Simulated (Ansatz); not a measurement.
**C2H7FOSi: one species, many methods**

An exercise on one series of results from a longer session: the logs are not shown, and one member is left open.

Method: functionals in def2-TZVPP, the program's frozen cores in correlated methods; program: Ansatz 0.2.0, Gaussian basis.

The runs, in order: PBE-D4, r2SCAN-D4, PBE0-D4, B3LYP-D4, ωB97X-V, ωB97M-V, B2PLYP; CCSD(T)/def2-TZVPP; MP2/def2-QZVPP; extrapolation to the limit.

**The geometry**

An earlier PBE0-D4 in a triple-zeta def2 set relaxation fixed the geometry.

SMILES `C[SiH](F)CO`, 12 atoms, charge 0, spin multiplicity 1.

Atoms are counted from 1 here; the program's logs count them from 0.

Bond lengths: C1–Si2 1.855 Å, C1–H6 1.092 Å, C1–H7 1.094 Å, C1–H8 1.093 Å, Si2–F3 1.613 Å, Si2–C4 1.879 Å, Si2–H9 1.485 Å, C4–O5 1.422 Å, C4–H10 1.095 Å, C4–H11 1.101 Å, O5–H12 0.961 Å. Angles: Si2–C1–H6 110.9°, Si2–C1–H7 110.4°, Si2–C1–H8 111.3°, H6–C1–H7 107.8°, H6–C1–H8 108.3°, H7–C1–H8 108.1°, C1–Si2–F3 109.2°, C1–Si2–C4 113.4°, C1–Si2–H9 111.8°, F3–Si2–C4 104.7°, F3–Si2–H9 106.3°, C4–Si2–H9 110.9°, Si2–C4–O5 111.7°, Si2–C4–H10 109.9°, Si2–C4–H11 110.8°, O5–C4–H10 106.6°, O5–C4–H11 111.4°, H10–C4–H11 106.1° and more.

Set-up of the first run:

The input, in.yaml:

```yaml
crystal:
  periodic: [false, false, false]
  atoms:
    - {symbol: C, position_ang: [-1.663734, 0.581794, -0.536472]}
    - {symbol: Si, position_ang: [0.173973, 0.328256, -0.540084]}
    - {symbol: F, position_ang: [0.901276, 1.707915, -0.126768]}
    - {symbol: C, position_ang: [0.757291, -0.920329, 0.736474]}
    - {symbol: O, position_ang: [2.174384, -0.927696, 0.856974]}
    - {symbol: H, position_ang: [-1.951407, 1.357809, -1.249492]}
    - {symbol: H, position_ang: [-2.176097, -0.341304, -0.822137]}
    - {symbol: H, position_ang: [-2.021133, 0.876679, 0.452998]}
    - {symbol: H, position_ang: [0.678979, -0.021419, -1.892159]}
    - {symbol: H, position_ang: [0.463668, -1.929999, 0.432276]}
    - {symbol: H, position_ang: [0.272142, -0.740923, 1.708378]}
    - {symbol: H, position_ang: [2.467859, -0.025983, 1.013910]}
basis:
  gaussian: {orbitals: def2-TZVPP}
hamiltonian: {xc: pbe, dispersion: d4}
output: {forces: true, orbitals: {seedname: orbitals}}
```

Started as:

```
$ ansatz run in.yaml --threads 4 --pin off --events-out ev --progress --plain --max-ram 10444MiB
```

Steps of the session up to this table: PBE-D4 (GGA); r2SCAN-D4 (meta-GGA); PBE0-D4 (hybrid); B3LYP-D4 (hybrid); ωB97X-V (range-separated); ωB97M-V (range-separated); B2PLYP (double hybrid); CCSD(T) in def2-TZVPP; MP2 in def2-QZVPP.

One of the session's tables, all rows but one given; the rest of the session is left out.

```
            method  atomisation energy (eV)
            PBE-D4                   47.590
         r2SCAN-D4                   47.043
           PBE0-D4                   46.823
          B3LYP-D4                   46.883
           ωB97X-V                   47.092
           ωB97M-V                   47.110
            B2PLYP                        ?
     HF/def2-TZVPP                   34.722
    MP2/def2-TZVPP                   46.599
   CCSD/def2-TZVPP                   45.291
CCSD(T)/def2-TZVPP                   45.879
           MP2/CBS                   47.814
       CCSD(T)/CBS                   47.094
```

Estimate the missing values for B2PLYP.

**Answer.** atomisation energy (eV): 46.477. In the column «atomisation energy (eV)» it lies between CCSD(T)/def2-TZVPP (45.879) and MP2/def2-TZVPP (46.599).
